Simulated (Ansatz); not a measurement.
# GaGe3: the cost of one run

Program: Ansatz 0.2.0, driven from Python. Level of theory: DFT PBE, plane waves, PAW. These are calculated values, not measurements.

### 1 The system

GaGe3 Pm-3m: The structure is cubic, space group Pm-3m (No. 221). The conventional cell has a = 4.278 Å, b = 4.278 Å, c = 4.278 Å, α = 90.00°, β = 90.00°, γ = 90.00°. Ga (site symmetry m-3m) has 12 Ge at 3.03 Å as nearest neighbours. Ge (site symmetry 4/mmm) has 4 Ga at 3.03 Å and 8 Ge at 3.03 Å as nearest neighbours.

GaGe3 Fm-3m: Symmetry: Fm-3m, No. 225, cubic system. Conventional cell: a = 6.774 Å, b = 6.774 Å, c = 6.774 Å, α = 90.00°, β = 90.00°, γ = 90.00°. Around Ga (site symmetry m-3m) lie 8 Ge at 2.93 Å. Ge (site symmetry -43m) is surrounded by 4 Ga at 2.93 Å and 4 Ge at 2.93 Å. Ge (site symmetry m-3m) is surrounded by 8 Ge at 2.93 Å.

The script holds or builds the structure itself.

### 2 The script

Input file run_polymorphs.py:

```python
"""Polymorphs of GaGe3, after relaxing cells and atoms."""

import ansatz as az
import numpy as np
import spglib

FUNCTIONAL = "pbe"
ECUT = 420
KSPACING = 0.16
OCCUPATIONS = "fermi_dirac"
WIDTH_EV = 0.1

PHASES = {
    "Pm-3m": (
        [(4.278466, 0.0, 0.0), (0.0, 4.278466, 0.0), (0.0, 0.0, 4.278466)],
        [
            ("Ga", (0.0, 0.0, 0.0)),
            ("Ge", (0.0, 0.5, 0.5)),
            ("Ge", (0.5, 0.0, 0.5)),
            ("Ge", (0.5, 0.5, 0.0)),
        ],
    ),
    "Fm-3m": (
        [(0.0, 3.387167, 3.387167), (3.387167, 0.0, 3.387167), (3.387167, 3.387167, 0.0)],
        [
            ("Ga", (0.0, 0.0, 0.0)),
            ("Ge", (0.25, 0.25, 0.25)),
            ("Ge", (0.75, 0.75, 0.75)),
            ("Ge", (0.5, 0.5, 0.5)),
        ],
    ),
}


def build(vectors, sites):
    crystal = az.Crystal(lattice=az.Lattice.of(vectors))
    for symbol, position in sites:
        crystal = crystal.atom(symbol, position)
    return crystal


def run_phase(name, crystal):
    calc = (
        crystal.calculation()
        .functional(FUNCTIONAL)
        .basis(ECUT)
        .kpoints(spacing=KSPACING)
        .occupations(OCCUPATIONS, width=WIDTH_EV)
        .stress()
        .band_table()
    )
    calc = calc.relax(force_tolerance=0.01, max_steps=60, cell=True)
    return calc.run(threads=1)


def space_group(outcome):
    sites = outcome.report["lattice"]["sites"]
    kinds = sorted({site["symbol"] for site in sites})
    cell = (outcome.lattice.cell_ang, [site["position_frac"] for site in sites], [kinds.index(site["symbol"]) for site in sites])
    return spglib.get_spacegroup(cell, symprec=0.01)


def volume_per_atom(outcome):
    return abs(np.linalg.det(outcome.lattice.cell_ang)) / len(outcome.lattice.sites)


def pressure_gpa(outcome):
    return float(np.trace(outcome.report["stress_gpa"]) / 3)

phases = {name: build(*cell) for name, cell in PHASES.items()}

done = {}
for name, crystal in phases.items():
    try:
        done[name] = run_phase(name, crystal)
    except az.NonConvergedError as error:
        print(name, "did not converge:", str(error)[:120])

energy = {name: o.report["energy_sigma0_ev"] / len(o.lattice.sites) for name, o in done.items()}
lowest = min(energy.values())
rows = [(name, len(o.lattice.sites), 1000 * (energy[name] - lowest), space_group(o), volume_per_atom(o), pressure_gpa(o)) for name, o in done.items()]
rows.sort(key=lambda row: row[2])
print("| phase | atoms | dE (meV/atom) | space group | V (A^3/atom) | P (GPa) |")
print("| --- | --- | --- | --- | --- | --- |")
for row in rows:
    print(f"| {row[0]} | {row[1]:d} | {row[2]:.1f} | {row[3]} | {row[4]:.3f} | {row[5]:.2f} |")
```

### 3 What the engine is handed

The package turns the script's settings into the engine's input (first run):

```yaml
crystal:
  lattice:
    - [4.278466, 0.0, 0.0]
    - [0.0, 4.278466, 0.0]
    - [0.0, 0.0, 4.278466]
  atoms:
    - { symbol: Ga, position: [0.0, 0.0, 0.0] }
    - { symbol: Ge, position: [0.0, 0.5, 0.5] }
    - { symbol: Ge, position: [0.5, 0.0, 0.5] }
    - { symbol: Ge, position: [0.5, 0.5, 0.0] }
basis:
  ecutwfc: 420.0
kpoints:
  mp_grid:
    kspacing: 0.16
hamiltonian:
  xc: pbe
scf:
  occupations:
    method: fermi_dirac
    width: 0.1
relax:
  f_tol: 0.01
  max_steps: 60
  cell: {}
output:
  stress: true
  eigenvalues: true
```

### 4 Running it

Command:

```sh
$ python run_polymorphs.py
```

What time and memory should one allow on 1 thread of Arm Neoverse V2, shared host?

About 56 s, with a peak of 0.54 GiB.
